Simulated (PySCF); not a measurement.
# RhCl3: singlet, from a trigonal pyramidal start

Aim: relax RhCl3 as a singlet from a trigonal pyramidal start, check by its vibrations whether the end is a minimum, and collect its spectrum and constants.

Method: PBE0, basis Rh def2-SVP with ECP28, Cl def2-SVP, scalar-relativistic core potentials, no spin–orbit coupling, density fitting; program: PySCF 2.14.0.

**1. The starting structure**

4 atoms, charge 0, spin multiplicity 1.

Bond lengths: Rh1–Cl2 2.240 Å, Rh1–Cl3 2.240 Å, Rh1–Cl4 2.240 Å. Angles: Cl2–Rh1–Cl3 99.8°, Cl2–Rh1–Cl4 99.8°, Cl3–Rh1–Cl4 99.8°.

Coordinates in bohr (charge 0 multiplicity 1):
```
Rh    0.0000    0.0000   -1.0032
Cl    3.7375    0.0000    0.9841
Cl   -1.8688    3.2367    0.9841
Cl   -1.8687   -3.2368    0.9841
```

**2. Relaxing the singlet from the trigonal pyramidal start**

One driver script runs all steps and calls PySCF; scf.py shows how it sets up the SCF of each step. The optimiser is the driver's own. Before each start the driver seeks the lowest SCF state from one or more starting densities and follows internal instabilities, so scf.py alone need not reach the same state.

The program finds C3v symmetry in the start, which this walk keeps. The walk stops when the largest gradient is under 0.0003 Eh/bohr and the energy has settled too.

File scf.py:

```python
from pyscf import gto, scf, dft
mol = gto.M(atom='''
Rh    -0.000000    -0.000000    -0.530863
Cl     1.977786     0.000013     0.520737
Cl    -0.988904     1.712806     0.520737
Cl    -0.988882    -1.712819     0.520737''',
    basis={'Rh': 'def2-SVP', 'Cl': 'def2-SVP'},
    ecp={'Rh': 'def2-SVP'},
    charge=0, spin=0)
mf = dft.RKS(mol, xc='PBE0')
mf.grids.atom_grid = (50, 194)
aux = {'Rh': 'def2-universal-JKFIT', 'Cl': 'def2-universal-JKFIT'}
mf = mf.density_fit(auxbasis=aux)
mf.kernel()
```

Further steps of the session: Frequencies.

Q: Predict the outcome of this session. Wanted: minimum; geometry; wavenumbers; dipole moment; highest occupied, lowest empty level; polar-tensor charge of Rh1; zero-point energy; atomisation energy.

**Answer**, as computed:

| quantity | value |
| --- | --- |
| minimum | singlet, C3v |
| geometry | Rh–Cl 2.187 Å (×3); Cl–Rh–Cl 105.3° (×3) |
| wavenumbers (cm⁻¹) | 84 (e), 93 (a1), 400 (a1), 424 (e) |
| dipole moment | 2.00 D |
| highest occupied, lowest empty level | -8.17, -4.84 eV |
| polar-tensor charge of Rh1 | +1.07 e |
| zero-point energy | 9.0 kJ/mol |
| entropy at 298.15 K | 344.2 J/(mol K) |
| atomisation energy (no zero-point energy) | 824 kJ/mol |

What this shows: The trigonal pyramidal start keeps its C3v symmetry and ends in a minimum. In the infrared the band at 424 cm⁻¹ (e, stretch) leads. Only this shape and spin were tried, so other structures or states may lie lower. Modes under about 90 cm⁻¹ are uncertain by tens of cm⁻¹.
